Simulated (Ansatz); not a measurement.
Working through vertical spin-state energies of C2H5B2N, SMILES BB1C=NC1

Computed with Ansatz's Python interface.

The cells in order, each with its output:

In [1]:
```python
import ansatz as az

system = (
    az.Crystal.molecule()
    .atom("B", (-1.3407, 0.6031, -1.0367))
    .atom("B", (-0.1688, -0.0075, -0.1457))
    .atom("C", (0.5338, -1.4007, 0.0739))
    .atom("N", (1.4726, -0.8956, 0.9851))
    .atom("C", (0.8265, 0.3855, 0.8505))
    .atom("H", (-1.6567, 1.809, -0.9412))
    .atom("H", (-1.967, -0.03, -1.7971))
    .atom("H", (0.4622, -2.3708, -0.3486))
    .atom("H", (0.3549, 0.7303, 1.8639))
    .atom("H", (1.5663, 1.1256, 0.4989))
)
```

In [2]:
```python
calculation = (
    system.calculation()
    .basis(gaussian="6-31G*")  # atom-centred Gaussian functions
    .functional("hf")
)
found = {}
for unpaired in [0, 2, 4]:
    summary = calculation.spin("collinear", total=unpaired).run().report
    s = unpaired / 2
    found[unpaired] = summary["free_energy_ev"]
    print(f"2S+1 = {unpaired + 1}: E = {found[unpaired]:.5f} eV, <S^2> = {abs(summary['mean_field']['state']['spin_squared']):.3f} (pure state {s * (s + 1):.2f})")
lowest = min(found, key=found.get)
for unpaired, e in found.items():
    print(f"multiplicity {unpaired + 1}: {(e - found[lowest]):.3f} eV above the lowest")
```
```text
2S+1 = 1: E = -4960.73301 eV, <S^2> = 0.523 (pure state 0.00)
2S+1 = 3: E = -4959.06556 eV, <S^2> = 2.016 (pure state 2.00)
2S+1 = 5: E = -4955.90246 eV, <S^2> = 6.038 (pure state 6.00)
multiplicity 1: 0.000 eV above the lowest
multiplicity 3: 1.667 eV above the lowest
multiplicity 5: 4.831 eV above the lowest
```

In order: multiplicity 1 (+0.00 eV), multiplicity 3 (+1.67 eV) and multiplicity 5 (+4.83 eV), all at the one geometry.

What to keep in mind:
- Total energies depend on the basis set; only differences at equal settings carry meaning.
- The geometry is a force-field or estimated start, not a minimum of this method, and the basis set is short of its limit. All parts are taken at fixed geometry, without zero-point energy.
- The expectation value of S² is noticeably off S(S+1) in at least one run, so that state is spin-contaminated.
- Hartree-Fock leaves correlation out, so it favours high-spin states too much.
- Timing: 15 s on 1 thread of Intel(R) Xeon(R) Platinum 8488C (Sapphire Rapids), with other jobs on the host, peak memory 0.26 GiB.

(Lines on the test bed's own set-up are left out of the output.)
